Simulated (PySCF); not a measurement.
# C2H6AlBrO: the cost of one run

Computed with PySCF 2.14.0 and routines of our own; the level stands in each step. Atoms count from 0.

### Step 1. The system as given

11 atoms, charge 0, multiplicity 1; geometry from: GFN2-xTB.

### Step 2. Relaxing the molecule at PBE0-D3(BJ)/def2-SVP

What the job is given:

```
{"job": {"xc": "PBE0", "basis": "def2-SVP", "d3": "d3bj", "grid": 1, "maxiter": 30, "shake": 0.01, "kind": "geom"}, "charge": 0, "multiplicity": 1}
C     -1.536060     0.461970    -0.254030
C     -0.665250    -0.626040     0.268170
O      0.667700    -0.357270    -0.025530
Al     2.249640     0.129800    -0.357080
Br     3.630750    -1.054230    -1.652110
H     -1.447780     0.579310    -1.339470
H     -1.270940     1.433530     0.198820
H     -2.579700     0.273580    -0.031560
H     -0.932270    -1.572990    -0.169640
H     -0.772820    -0.712010     1.366760
H      2.694850     1.418490     0.256030
```

Command:

```
OMP_NUM_THREADS=1 python heavy_run.py task.json out
```

The driver reads the jobs from task.json and runs them one after another.

**Question.** How long does this first job take on 1 thread of Arm Neoverse V1, shared host, and how much memory does it need?

About 3.2 min, with a peak of 0.5 GiB.
